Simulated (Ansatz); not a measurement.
**AlN: a point defect seen from the nuclei (In on an Al site)**

How do the nuclei near a point defect see it? The defect is In on an Al site in AlN (cell charge 0), first unrelaxed. The cell is a supercell built from an entry of the Crystallography Open Database (COD; perhaps a calculated or model structure). Planned: a single point, then a relaxation.

A COD entry behind a cell of this session may itself be a prediction, so a difference from it is no test against experiment.

Method: DFT, PBE, plane-wave PAW, default files, scalar-relativistic, in Ansatz 0.2.0.

### Step 1. The starting structure

Symmetry: Fm-3m, No. 225, cubic system. Conventional cell: a = 11.814 Å, b = 11.814 Å, c = 11.814 Å, α = 90.00°, β = 90.00°, γ = 90.00°. In (site symmetry m-3m) is surrounded by 6 N at 1.97 Å. Al (site symmetry mm2) is surrounded by 6 N at 1.97 Å. Around Al (site symmetry 3m) lie 6 N at 1.97 Å. Around Al (site symmetry 4mm) lie 6 N at 1.97 Å. N (site symmetry 3m) has 6 Al at 1.97 Å as nearest neighbours. N (site symmetry 4mm) has 5 Al at 1.97 Å and 1 In at 1.97 Å as nearest neighbours. Around N (site symmetry mm2) lie 6 Al at 1.97 Å. Around N (site symmetry m-3m) lie 6 Al at 1.97 Å.

As a file:

```cif
data_structure
_symmetry_space_group_name_H-M 'P 1'
_symmetry_Int_Tables_number 1
_cell_length_a 8.3538
_cell_length_b 8.3538
_cell_length_c 8.3538
_cell_angle_alpha 60.000
_cell_angle_beta 60.000
_cell_angle_gamma 60.000
_cell_volume 412.22
loop_
_atom_site_label
_atom_site_type_symbol
_atom_site_fract_x
_atom_site_fract_y
_atom_site_fract_z
_atom_site_occupancy
In1 In 0.00000 0.00000 0.00000 1
Al1 Al 0.00000 0.00000 0.33333 1
Al2 Al 0.00000 0.00000 0.66667 1
Al3 Al 0.00000 0.33333 0.00000 1
Al4 Al 0.00000 0.33333 0.33333 1
Al5 Al 0.00000 0.33333 0.66667 1
Al6 Al 0.00000 0.66667 0.00000 1
Al7 Al 0.00000 0.66667 0.33333 1
Al8 Al 0.00000 0.66667 0.66667 1
Al9 Al 0.33333 0.00000 0.00000 1
Al10 Al 0.33333 0.00000 0.33333 1
Al11 Al 0.33333 0.00000 0.66667 1
Al12 Al 0.33333 0.33333 0.00000 1
Al13 Al 0.33333 0.33333 0.33333 1
Al14 Al 0.33333 0.33333 0.66667 1
Al15 Al 0.33333 0.66667 0.00000 1
Al16 Al 0.33333 0.66667 0.33333 1
Al17 Al 0.33333 0.66667 0.66667 1
Al18 Al 0.66667 0.00000 0.00000 1
Al19 Al 0.66667 0.00000 0.33333 1
Al20 Al 0.66667 0.00000 0.66667 1
Al21 Al 0.66667 0.33333 0.00000 1
Al22 Al 0.66667 0.33333 0.33333 1
Al23 Al 0.66667 0.33333 0.66667 1
Al24 Al 0.66667 0.66667 0.00000 1
Al25 Al 0.66667 0.66667 0.33333 1
Al26 Al 0.66667 0.66667 0.66667 1
N1 N 0.16667 0.16667 0.16667 1
N2 N 0.16667 0.16667 0.50000 1
N3 N 0.16667 0.16667 0.83333 1
N4 N 0.16667 0.50000 0.16667 1
N5 N 0.16667 0.50000 0.50000 1
N6 N 0.16667 0.50000 0.83333 1
N7 N 0.16667 0.83333 0.16667 1
N8 N 0.16667 0.83333 0.50000 1
N9 N 0.16667 0.83333 0.83333 1
N10 N 0.50000 0.16667 0.16667 1
N11 N 0.50000 0.16667 0.50000 1
N12 N 0.50000 0.16667 0.83333 1
N13 N 0.50000 0.50000 0.16667 1
N14 N 0.50000 0.50000 0.50000 1
N15 N 0.50000 0.50000 0.83333 1
N16 N 0.50000 0.83333 0.16667 1
N17 N 0.50000 0.83333 0.50000 1
N18 N 0.50000 0.83333 0.83333 1
N19 N 0.83333 0.16667 0.16667 1
N20 N 0.83333 0.16667 0.50000 1
N21 N 0.83333 0.16667 0.83333 1
N22 N 0.83333 0.50000 0.16667 1
N23 N 0.83333 0.50000 0.50000 1
N24 N 0.83333 0.50000 0.83333 1
N25 N 0.83333 0.83333 0.16667 1
N26 N 0.83333 0.83333 0.50000 1
N27 N 0.83333 0.83333 0.83333 1
```

Atom 1 of the input is the impurity.

### Step 2. Gradients at the starting positions

Contents of input.yaml:

```yaml
crystal:
  lattice:
    - [0.0, 5.907, 5.907]
    - [5.907, 0.0, 5.907]
    - [5.907, 5.907, 0.0]
  atoms:
    - { symbol: In, position: [0.0, 0.0, 0.0] }
    - { symbol: Al, position: [0.0, 0.0, 0.3333333333] }
    - { symbol: Al, position: [0.0, 0.0, 0.6666666667] }
    - { symbol: Al, position: [0.0, 0.3333333333, 0.0] }
    - { symbol: Al, position: [0.0, 0.3333333333, 0.3333333333] }
    - { symbol: Al, position: [0.0, 0.3333333333, 0.6666666667] }
    - { symbol: Al, position: [0.0, 0.6666666667, 0.0] }
    - { symbol: Al, position: [0.0, 0.6666666667, 0.3333333333] }
    - { symbol: Al, position: [0.0, 0.6666666667, 0.6666666667] }
    - { symbol: Al, position: [0.3333333333, 0.0, 0.0] }
    - { symbol: Al, position: [0.3333333333, 0.0, 0.3333333333] }
    - { symbol: Al, position: [0.3333333333, 0.0, 0.6666666667] }
    - { symbol: Al, position: [0.3333333333, 0.3333333333, 0.0] }
    - { symbol: Al, position: [0.3333333333, 0.3333333333, 0.3333333333] }
    - { symbol: Al, position: [0.3333333333, 0.3333333333, 0.6666666667] }
    - { symbol: Al, position: [0.3333333333, 0.6666666667, 0.0] }
    - { symbol: Al, position: [0.3333333333, 0.6666666667, 0.3333333333] }
    - { symbol: Al, position: [0.3333333333, 0.6666666667, 0.6666666667] }
    - { symbol: Al, position: [0.6666666667, 0.0, 0.0] }
    - { symbol: Al, position: [0.6666666667, 0.0, 0.3333333333] }
    - { symbol: Al, position: [0.6666666667, 0.0, 0.6666666667] }
    - { symbol: Al, position: [0.6666666667, 0.3333333333, 0.0] }
    - { symbol: Al, position: [0.6666666667, 0.3333333333, 0.3333333333] }
    - { symbol: Al, position: [0.6666666667, 0.3333333333, 0.6666666667] }
    - { symbol: Al, position: [0.6666666667, 0.6666666667, 0.0] }
    - { symbol: Al, position: [0.6666666667, 0.6666666667, 0.3333333333] }
    - { symbol: Al, position: [0.6666666667, 0.6666666667, 0.6666666667] }
    - { symbol: "N", position: [0.1666666667, 0.1666666667, 0.1666666667] }
    - { symbol: "N", position: [0.1666666667, 0.1666666667, 0.5] }
    - { symbol: "N", position: [0.1666666667, 0.1666666667, 0.8333333333] }
    - { symbol: "N", position: [0.1666666667, 0.5, 0.1666666667] }
    - { symbol: "N", position: [0.1666666667, 0.5, 0.5] }
    - { symbol: "N", position: [0.1666666667, 0.5, 0.8333333333] }
    - { symbol: "N", position: [0.1666666667, 0.8333333333, 0.1666666667] }
    - { symbol: "N", position: [0.1666666667, 0.8333333333, 0.5] }
    - { symbol: "N", position: [0.1666666667, 0.8333333333, 0.8333333333] }
    - { symbol: "N", position: [0.5, 0.1666666667, 0.1666666667] }
    - { symbol: "N", position: [0.5, 0.1666666667, 0.5] }
    - { symbol: "N", position: [0.5, 0.1666666667, 0.8333333333] }
    - { symbol: "N", position: [0.5, 0.5, 0.1666666667] }
    - { symbol: "N", position: [0.5, 0.5, 0.5] }
    - { symbol: "N", position: [0.5, 0.5, 0.8333333333] }
    - { symbol: "N", position: [0.5, 0.8333333333, 0.1666666667] }
    - { symbol: "N", position: [0.5, 0.8333333333, 0.5] }
    - { symbol: "N", position: [0.5, 0.8333333333, 0.8333333333] }
    - { symbol: "N", position: [0.8333333333, 0.1666666667, 0.1666666667] }
    - { symbol: "N", position: [0.8333333333, 0.1666666667, 0.5] }
    - { symbol: "N", position: [0.8333333333, 0.1666666667, 0.8333333333] }
    - { symbol: "N", position: [0.8333333333, 0.5, 0.1666666667] }
    - { symbol: "N", position: [0.8333333333, 0.5, 0.5] }
    - { symbol: "N", position: [0.8333333333, 0.5, 0.8333333333] }
    - { symbol: "N", position: [0.8333333333, 0.8333333333, 0.1666666667] }
    - { symbol: "N", position: [0.8333333333, 0.8333333333, 0.5] }
    - { symbol: "N", position: [0.8333333333, 0.8333333333, 0.8333333333] }
kpoints:
  mp_grid: { grid: [3, 3, 3] }
scf:
  occupations: { method: fermi_dirac, width: 0.01 }
hamiltonian:
  xc: pbe
  pseudopotentials: { kind: paw }
output:
  forces: true
  stress: true
  populations: true
  efg:
    quadrupole_moments_barn: { In: 0.772, Al: 0.1466, "N": 0.02044 }
    contact_densities: true
  write_density: true
  write_potential: true
  elf: true
  volumetric_format: npy
```

On the command line:

```console
$ ansatz run input.yaml --threads 1 --pin off --max-ram 3072MiB --backend cpu --events-out ev --progress --plain --runs-dir out
```

What it wrote:

```text
Warning: RAYON_NUM_THREADS=1 ignored (pool sized by the plan → 1); use --threads N
In: output.efg is read without spin–orbit coupling, which moves field gradients at and beside such atoms by some per cent and up to a factor of two; PAW files take it under magnetization.noncollinear and magnetization.spin_orbit
Engine: ansatz 0.2.0, aarch64-unknown-linux-gnu
Pseudopotentials: kind: paw
Pseudopotential: In, paw, valence charge 13, recommended cutoff 420 eV (normal), In.paw.azcp
Pseudopotential: Al, paw, valence charge 3, recommended cutoff 420 eV (normal), Al.paw.azcp
Pseudopotential: N, paw, valence charge 5, recommended cutoff 420 eV (normal), N.paw.azcp
Functional definition: PBE
  parameter kappa = 0.804
  parameter beta = 0.06672455060314922
  exchange = pbe_x(kappa = kappa, mu = beta*pi^2/3)
  correlation = pbe_c(beta = beta)
Crystal: 54 atoms, lattice volume = 412.222 Å³
Basis set: ecut = 420 eV, 7991 PW (Γ), exchange–correlation on 120×120×120 points (8 copies of the dense FFT grid, shifted against one another)
Bands: 167, of which v1, the nominal top of the filled ones, is band 113 counted from 1 (112 counted from 0)
Symmetry: 48 space group operations
Space group: Fm-3m (ITA 225), of the structure as read, at distance tolerance 7.4e-5 Å
k-points: 4 of 27
Non-local potential: In, projectors of the file, l = 0: 2, l = 1: 2, l = 2: 2, l = 3: 2
Non-local potential: Al, projectors of the file, l = 0: 2, l = 1: 2, l = 2: 1
Non-local potential: N, projectors of the file, l = 0: 2, l = 1: 2, l = 2: 1
PAW form: soft (Blöchl's): semilocal exchange-correlation on the pseudo side does not see the compensation charge
PAW one-centre angular grid: In, 590 points (default); XC on 64 Gauss nodes
PAW one-centre angular grid: Al, 110 points (default); XC on 64 Gauss nodes
PAW one-centre angular grid: N, 110 points (default); XC on 64 Gauss nodes
Initial density: superposition of atomic densities (neutral atoms: chi_scale 0, normalization atom), corrected by the library's trained network
Initial wavefunctions: pseudopotential atomic-orbital guess
Functional: x = pbe(κ = 0.804, μ = 0.2195149727645171), c = pbe(β = 0.06672455060314922)
SCF iter   1: F=—  HF=-29993.674283 eV  |F-HF|=—  |Δ(HF+E_count)|=         —  Δρ=2.75e-3  dr2=6.04e-2  ethr=1.77e-3  ⟨swp⟩=11.0  Hψ=4547  notcnv=0  defer=35
preconditioner: auto → Resta (q_TF=auto, 2.468 Å⁻¹)  ε∞=4.0  [insulator: Δε(μ)=5.290 eV  Ē_g=15.823 eV  σ=0.010 eV  W_gap=1.00  n_scr=112 (ndim 8)  ℏωp=27.5 eV  f_vac=0.000  D(μ)=0.00/eV (n_scr^D=0)  ε∞_Penn≈4.0]
SCF iter   2: F=—  HF=-29993.657103 eV  |F-HF|=—  |Δ(HF+E_count)|=   1.72e-2  Δρ=1.20e-3  dr2=8.67e-3  ethr=2.67e-5  ⟨swp⟩=3.0  Hψ=1159  notcnv=0  defer=189
SCF iter   3: F=—  HF=-29993.656635 eV  |F-HF|=—  |Δ(HF+E_count)|=   4.68e-4  Δρ=4.39e-4  dr2=8.02e-4  ethr=3.84e-6  ⟨swp⟩=3.0  Hψ=843  notcnv=0  defer=191
[... 1 line left out ...]
SCF iter   5: F=—  HF=-29993.657562 eV  |F-HF|=—  |Δ(HF+E_count)|=   9.90e-4  Δρ=2.64e-5  dr2=2.79e-6  ethr=1.31e-8  ⟨swp⟩=2.0  Hψ=976  notcnv=0  defer=191
SCF iter   6: F=—  HF=-29993.657562 eV  |F-HF|=—  |Δ(HF+E_count)|=   4.81e-7  Δρ=1.13e-5  dr2=4.14e-7  ethr=1.23e-9  ⟨swp⟩=2.0  Hψ=925  notcnv=0  defer=191
SCF iter   7: F=-29993.657561 eV  HF=-29993.657561 eV  |F-HF|=9.50e-10  |Δ(HF+E_count)|=   9.42e-8  Δρ=2.25e-6  dr2=1.27e-8  ethr=4.42e-11  ⟨swp⟩=32.5  Hψ=7503  notcnv=0
SCF 1 converged in 7 iterations: F = -29993.657561 eV  dr2 = 1.27e-8
SCF converged after 7 iterations
Free energy (F): -29993.657561 eV
Harris-Foulkes:  -29993.657561 eV  (|F-HF|=9.50e-10)
Internal energy: -29993.657561 eV  (E = F + TS)
E sigma→0 (E₀):  -29993.657561 eV
Fermi energy:    15.586651 eV
--- Per-component energies (eV) ---
[... 14 lines left out ...]
--- Forces (eV/Å), atoms counted from 1 ---
  atom   1  In     0.00000000    -0.00000000     0.00000000
  atom   2  Al     0.33664827     0.33664827    -0.00000000
  atom   3  Al    -0.33664827    -0.33664827     0.00000000
  atom   4  Al     0.33664827     0.00000000     0.33664827
[... 65 lines left out ...]
            electrostatic potential = -522.421927 V   contact ρ = 1412.109939 e/Å³
  atom  29  N  V_zz =    +0.128682   η = 0.0000   by run symmetry: allowed   C_q = +0.0636 MHz
            electrostatic potential = -522.421927 V   contact ρ = 1412.109939 e/Å³
  atom  30  N  V_zz =    -0.614335   η = 0.0000   by run symmetry: allowed   C_q = -0.3036 MHz
            electrostatic potential = -522.654389 V   contact ρ = 1412.410819 e/Å³
  atom  31  N  V_zz =    +0.128682   η = 0.0000   by run symmetry: allowed   C_q = +0.0636 MHz
            electrostatic potential = -522.421927 V   contact ρ = 1412.109939 e/Å³
  atom  32  N  V_zz =    -0.054164   η = 0.4751   by run symmetry: allowed   C_q = -0.0268 MHz
            electrostatic potential = -522.479754 V   contact ρ = 1412.099296 e/Å³
  atom  33  N  V_zz =    -0.054164   η = 0.4751   by run symmetry: allowed   C_q = -0.0268 MHz
            electrostatic potential = -522.479754 V   contact ρ = 1412.099296 e/Å³
  atom  34  N  V_zz =    -0.614335   η = 0.0000   by run symmetry: allowed   C_q = -0.3036 MHz
            electrostatic potential = -522.654389 V   contact ρ = 1412.410819 e/Å³
  atom  35  N  V_zz =    -0.054164   η = 0.4751   by run symmetry: allowed   C_q = -0.0268 MHz
            electrostatic potential = -522.479754 V   contact ρ = 1412.099296 e/Å³
  atom  36  N  V_zz =    -0.614335   η = 0.0000   by run symmetry: allowed   C_q = -0.3036 MHz
            electrostatic potential = -522.654389 V   contact ρ = 1412.410819 e/Å³
  atom  37  N  V_zz =    +0.128682   η = 0.0000   by run symmetry: allowed   C_q = +0.0636 MHz
            electrostatic potential = -522.421927 V   contact ρ = 1412.109939 e/Å³
  atom  38  N  V_zz =    -0.054164   η = 0.4751   by run symmetry: allowed   C_q = -0.0268 MHz
            electrostatic potential = -522.479754 V   contact ρ = 1412.099296 e/Å³
  atom  39  N  V_zz =    -0.054164   η = 0.4751   by run symmetry: allowed   C_q = -0.0268 MHz
            electrostatic potential = -522.479754 V   contact ρ = 1412.099296 e/Å³
  atom  40  N  V_zz =    -0.054164   η = 0.4751   by run symmetry: allowed   C_q = -0.0268 MHz
            electrostatic potential = -522.479754 V   contact ρ = 1412.099296 e/Å³
  atom  41  N  V_zz =    -0.000000   η = 0.0000   by run symmetry: forbidden   C_q = -0.0000 MHz
            electrostatic potential = -522.484182 V   contact ρ = 1412.096227 e/Å³
  atom  42  N  V_zz =    -0.054164   η = 0.4751   by run symmetry: allowed   C_q = -0.0268 MHz
            electrostatic potential = -522.479754 V   contact ρ = 1412.099296 e/Å³
  atom  43  N  V_zz =    -0.054164   η = 0.4751   by run symmetry: allowed   C_q = -0.0268 MHz
            electrostatic potential = -522.479754 V   contact ρ = 1412.099296 e/Å³
  atom  44  N  V_zz =    -0.054164   η = 0.4751   by run symmetry: allowed   C_q = -0.0268 MHz
            electrostatic potential = -522.479754 V   contact ρ = 1412.099296 e/Å³
  atom  45  N  V_zz =    +0.128682   η = 0.0000   by run symmetry: allowed   C_q = +0.0636 MHz
            electrostatic potential = -522.421927 V   contact ρ = 1412.109939 e/Å³
  atom  46  N  V_zz =    -0.614335   η = 0.0000   by run symmetry: allowed   C_q = -0.3036 MHz
            electrostatic potential = -522.654389 V   contact ρ = 1412.410819 e/Å³
  atom  47  N  V_zz =    -0.054164   η = 0.4751   by run symmetry: allowed   C_q = -0.0268 MHz
            electrostatic potential = -522.479754 V   contact ρ = 1412.099296 e/Å³
  atom  48  N  V_zz =    -0.614335   η = 0.0000   by run symmetry: allowed   C_q = -0.3036 MHz
            electrostatic potential = -522.654389 V   contact ρ = 1412.410819 e/Å³
  atom  49  N  V_zz =    -0.054164   η = 0.4751   by run symmetry: allowed   C_q = -0.0268 MHz
            electrostatic potential = -522.479754 V   contact ρ = 1412.099296 e/Å³
  atom  50  N  V_zz =    -0.054164   η = 0.4751   by run symmetry: allowed   C_q = -0.0268 MHz
            electrostatic potential = -522.479754 V   contact ρ = 1412.099296 e/Å³
  atom  51  N  V_zz =    +0.128682   η = 0.0000   by run symmetry: allowed   C_q = +0.0636 MHz
            electrostatic potential = -522.421927 V   contact ρ = 1412.109939 e/Å³
  atom  52  N  V_zz =    -0.614335   η = 0.0000   by run symmetry: allowed   C_q = -0.3036 MHz
            electrostatic potential = -522.654389 V   contact ρ = 1412.410819 e/Å³
  atom  53  N  V_zz =    +0.128682   η = 0.0000   by run symmetry: allowed   C_q = +0.0636 MHz
            electrostatic potential = -522.421927 V   contact ρ = 1412.109939 e/Å³
  atom  54  N  V_zz =    +0.128682   η = 0.0000   by run symmetry: allowed   C_q = +0.0636 MHz
            electrostatic potential = -522.421927 V   contact ρ = 1412.109939 e/Å³
--- Band table (eV) ---
[... 4 lines left out ...]
--- Löwdin populations: 54 sites ---
  site symbol       q [e]
[... 54 lines left out ...]
  spilling = 0.009591 (of n_electrons = 226.000000)
```

Run time: 53 s. Hardware: 1 thread of Arm Neoverse V2, shared host; peak memory 0.96 GiB.

At the end: gap on the mesh 5.24 eV, largest force 4.767 eV/Å, pressure 39.9 GPa.

Like atoms gathered into sites:

```
site              atoms  distance from the defect (Å)  V_zz (10²¹ V/m²)     η      C_Q (MHz)
  In                  1                          0.00              0.00     –      0 (¹¹⁵In)
 N30  30, 34, 36, 46, …                          1.97             -0.61  0.00   -0.304 (¹⁴N)
 Al2      2, 3, 4, 6, …                          2.78            -0.056  0.68  -0.198 (²⁷Al)
 N28  28, 29, 31, 37, …                          3.41              0.13  0.00    0.064 (¹⁴N)
Al15  15, 17, 18, 23, …                          3.94             -0.28  0.00   -1.01 (²⁷Al)
 N32  32, 33, 35, 38, …                          4.40            -0.054  0.48   -0.027 (¹⁴N)
 Al5    5, 9, 11, 13, …                          4.82             <0.01     –      ≈0 (²⁷Al)
 N41                 41                          5.91              0.00     –        0 (¹⁴N)
```

V_zz is the principal component of the electric field gradient with the largest magnitude, η = (V_xx − V_yy)/V_zz and C_Q = eQV_zz/h. Nuclear quadrupole moments: year-2017 set (Pyykkö).

Direction of the V_zz axis (Cartesian unit vector):

```
site  atom     x      y     z
 Al2     2  0.71   0.71  0.00
Al15    15  0.00   0.00  1.00
 N28    28  0.58   0.58  0.58
 N30    30  0.00   0.00  1.00
 N32    32  0.00  -0.71  0.71
```

Density in a lattice plane of the grid's cell (edges 8.35 and 8.35 Å, at 0.000 of the third edge), which holds In and Al.

Values in e/Å³, 12 rows by 12 columns:
```
 2.32  2.11  0.35  0.28  0.16  0.17  0.28  0.28  0.16  0.17  0.28  0.37
 0.27  0.35  0.27  0.28  0.25  0.28  0.24  0.28  0.25  0.28  0.25  0.28
 0.17  0.28  0.28  0.17  0.16  0.28  0.28  0.17  0.16  0.28  0.28  0.17
 0.06  0.16  0.25  0.16  0.06  0.16  0.25  0.16  0.06  0.16  0.25  0.16
 0.16  0.17  0.28  0.28  0.16  0.17  0.28  0.28  0.16  0.17  0.28  0.28
 0.25  0.28  0.24  0.28  0.25  0.28  0.24  0.28  0.25  0.28  0.24  0.28
 0.16  0.28  0.28  0.17  0.16  0.28  0.28  0.17  0.16  0.28  0.28  0.17
 0.06  0.16  0.25  0.16  0.06  0.16  0.25  0.16  0.06  0.16  0.25  0.16
 0.17  0.17  0.28  0.28  0.16  0.17  0.28  0.28  0.16  0.17  0.28  0.28
 0.27  0.28  0.25  0.28  0.25  0.28  0.24  0.28  0.25  0.28  0.27  0.35
 2.32  0.37  0.28  0.17  0.16  0.28  0.28  0.17  0.16  0.28  0.35  2.11
13.35  2.32  0.27  0.17  0.06  0.16  0.25  0.16  0.06  0.17  0.27  2.32
```
Columns run along the first of these edges and rows up along the second, over one cell in 12 and 12 even steps from the bottom left corner. Atoms in the plane (fractional): In at (0.00, 0.00), Al at (1.00, 0.33), Al at (0.00, 0.67), Al at (0.33, 0.00), Al at (0.33, 0.33), Al at (0.33, 0.67), Al at (0.67, 1.00), Al at (0.67, 0.33), Al at (0.67, 0.67).

ELF in the same plane.

Ten even steps from ' ' (0.00) to '@' (0.38):
```
    --++==****..    ..++####**..    ..++**======
++==++====%%@@**--::--++%%@@@@**--::--++%%@@**==
----==----##@@**==**##++++%%@@**==**##++++%%%%++
==++####++==****==**@@@@**++****==**@@@@**++**++
..++%%@@%%++::....++%%@@%%++::....++%%@@%%++::..
    ==****++..      ==****++..      ==****++..  
    ..++++++--      ..++++++--      ..++++++--  
    ..++%%%%##--    ..++%%%%##--    ..++%%%%##--
======++##@@@@**======++##@@@@**======++##@@@@**
==**%%**==**%%**==**%%**==**%%**==**%%**==**%%**
==**@@@@##++======**@@@@##++======**@@@@##++====
  --##%%%%++..    --##%%%%++..    --##%%%%++..  
    --++++++..      --++++++..      --++++++..  
    ..++****==      ..++****==      ..++****==  
....::++%%@@%%++....::++%%@@%%++....::++%%@@%%++
==++**++**@@@@**==****++**@@@@**==****==++####++
--++%%%%++++##**==**@@%%++++##**==**@@##----==--
++==**@@%%++--::--**@@@@%%++--::--**@@%%====++==
  ======**++..    ..**####++..    ..****==++--  
    ====--==..      ..======..      ..==--====  
```
Columns run along the first of these edges and rows up along the second, over one cell in 24 and 20 even steps from the bottom left corner. Atoms in the plane (fractional): In at (0.00, 0.00), Al at (1.00, 0.33), Al at (0.00, 0.67), Al at (0.33, 0.00), Al at (0.33, 0.33), Al at (0.33, 0.67), Al at (0.67, 1.00), Al at (0.67, 0.33), Al at (0.67, 0.67).

Both are smooth fields of the valence electrons: close to the nuclei they are not physical.

Outside the cores ELF peaks at 0.85 on the N–Al line, 0.7 Å from N; 0.85 in the shell around N, 0.7 Å from N.

[end of part 1 of 2]
